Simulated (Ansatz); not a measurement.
**C₂H₆Cl₂SSi₂: relaxing the structure**

Aim: relax C₂H₆Cl₂SSi₂ from a cheap starting geometry.

Computed with Ansatz 0.2.0, Gaussian basis. Level: RKS PBE0-D4/def2-TZVP.

The runs, in order: relaxation at PBE0-D4/def2-TZVP.

1 further run of the same task is left out (set aside as unsound or not needed).

## (1) Where the work starts

SMILES `C=C[SiH2]S[SiH](Cl)Cl`, 13 atoms, charge 0, spin multiplicity 1.

Atoms are counted from 1 here; the program's logs count them from 0.

Bond lengths: C1–C2 1.325 Å, C1–H8 1.078 Å, C1–H9 1.079 Å, C2–Si3 1.878 Å, C2–H10 1.085 Å, Si3–S4 2.186 Å, Si3–H11 1.455 Å, Si3–H12 1.458 Å, S4–Si5 2.134 Å, Si5–Cl6 2.019 Å, Si5–Cl7 2.016 Å, Si5–H13 1.447 Å. Angles: C2–C1–H8 121.8°, C2–C1–H9 122.4°, H8–C1–H9 115.8°, C1–C2–Si3 124.6°, C1–C2–H10 118.4°, Si3–C2–H10 117.0°, C2–Si3–S4 108.4°, C2–Si3–H11 113.5°, C2–Si3–H12 112.2°, S4–Si3–H11 101.2°, S4–Si3–H12 106.6°, H11–Si3–H12 114.0°, Si3–S4–Si5 105.4°, S4–Si5–Cl6 111.8°, S4–Si5–Cl7 111.7°, S4–Si5–H13 104.5°, Cl6–Si5–Cl7 108.1°, Cl6–Si5–H13 110.4° and more.

Coordinates:

```csv
atom,x (Å),y (Å),z (Å)
C1,-0.8509,1.5919,-1.1692
C2,-0.0963,0.5160,-1.3386
Si3,1.5417,0.2137,-0.4711
S4,1.3868,-1.6471,0.6657
Si5,-0.4792,-1.5284,1.6937
Cl6,-0.7716,0.2949,2.5105
Cl7,-2.0313,-1.9206,0.4679
H8,-0.5523,2.3992,-0.5200
H9,-1.7979,1.7192,-1.6708
H10,-0.4518,-0.2638,-2.0035
H11,2.6317,-0.1030,-1.3821
H12,1.8577,1.2639,0.4898
H13,-0.3867,-2.5360,2.7277
```

The start is a GFN2-xTB geometry.

## (2) Relaxation at PBE0-D4/def2-TZVP

in.yaml

```yaml
crystal:
  periodic: [false, false, false]
  atoms:
    - {symbol: C, position_ang: [-0.850880, 1.591950, -1.169210]}
    - {symbol: C, position_ang: [-0.096280, 0.516010, -1.338650]}
    - {symbol: Si, position_ang: [1.541750, 0.213660, -0.471060]}
    - {symbol: S, position_ang: [1.386830, -1.647070, 0.665730]}
    - {symbol: Si, position_ang: [-0.479220, -1.528350, 1.693720]}
    - {symbol: Cl, position_ang: [-0.771610, 0.294920, 2.510460]}
    - {symbol: Cl, position_ang: [-2.031290, -1.920630, 0.467920]}
    - {symbol: H, position_ang: [-0.552330, 2.399170, -0.520000]}
    - {symbol: H, position_ang: [-1.797870, 1.719200, -1.670780]}
    - {symbol: H, position_ang: [-0.451820, -0.263800, -2.003540]}
    - {symbol: H, position_ang: [2.631690, -0.102960, -1.382050]}
    - {symbol: H, position_ang: [1.857680, 1.263860, 0.489810]}
    - {symbol: H, position_ang: [-0.386660, -2.535970, 2.727660]}
basis:
  gaussian: {orbitals: def2-TZVP}
hamiltonian: {xc: pbe0, dispersion: d4}
relax: {f_tol: 0.005, max_steps: 150}
```

On the command line:

```
ansatz run in.yaml --threads 2 --pin off --events-out ev --progress --plain --max-ram 32768MiB --backend cuda --devices 0, --max-vram 18GiB
```

Q: Predict the results of all the runs planned. Wanted: point group; shift from the start; total energy; dispersion term; dipole moment.

The runs gave:

```
                  quantity           value
               point group              C1
                     steps              14
shift from the start (rms)         0.095 Å
              total energy  -53793.2962 eV
           dispersion term        -471 meV
             dipole moment          1.21 D
```

What this shows: The relaxed geometry lies 0.10 Å (rms) from the start; the bond that changed most is C2–Si3, from 1.878 to 1.848 Å. No vibrations were run, so it is not proven to be a minimum. The largest Mulliken charge, +0.49 e, sits on Si5.
